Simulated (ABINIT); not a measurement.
Crystal: AgAu.

```xyz
2
Lattice="1.4576 0.8415 4.7306 -1.4576 0.8415 4.7306 0.0000 -1.6831 4.7306" Properties=species:S:1:pos:R:3 pbc="T T T"
Au    0.0000    0.0000    7.0960
Ag    0.0000    0.0000    0.0000
```

The cell comes from a database or a generator and needn't be the stable form of this composition.

* Program: ABINIT 10.8.3 (patched build)
* Task: relaxation of cell and atoms
* Functional: PBEsol
* Potentials or basis: JTH PAW PBE v2.0
* Cutoff: 544 eV
* k mesh: 11 × 11 × 11
* Occupations: fermi-dirac, width 0.05 eV
* Spin: no spin polarisation

At the start: pressure -4.4 GPa; volume 17.41 Å³/atom.

Where does the relaxation end?

Over 7 steps the energy falls by 9.3 meV/atom and the volume is 16.85 Å³/atom (-3.2 %); space group R-3m (No. 166, to 0.05 Å).

Step by step:
| step | energy change (eV) | largest force (eV/Å) | pressure (GPa) | volume (Å³) |
| --- | --- | --- | --- | --- |
| 1 | 0.0000 | 0.0000 | -4.41 | 34.82 |
| 2 | -0.0110 | 0.0000 | -2.72 | 34.35 |
| 3 | -0.0177 | 0.0000 | 0.36 | 33.60 |
| 4 | -0.0179 | 0.0000 | 0.14 | 33.65 |
| 5 | -0.0184 | 0.0000 | -0.17 | 33.73 |
| 6 | -0.0185 | 0.0000 | -0.11 | 33.72 |
| 7 | -0.0185 | 0.0000 | -0.02 | 33.70 |

Final structure:
```
Au Ag
1.0
     1.43436    0.82813    4.72835
    -1.43436    0.82813    4.72835
     0.00000   -1.65626    4.72835
Au Ag
1 1
Direct
  0.50000 0.50000 0.50000
  0.00000 0.00000 0.00000
```

Caveat: the PAW data sets were made with another functional, which shifts forces and pressure a little.
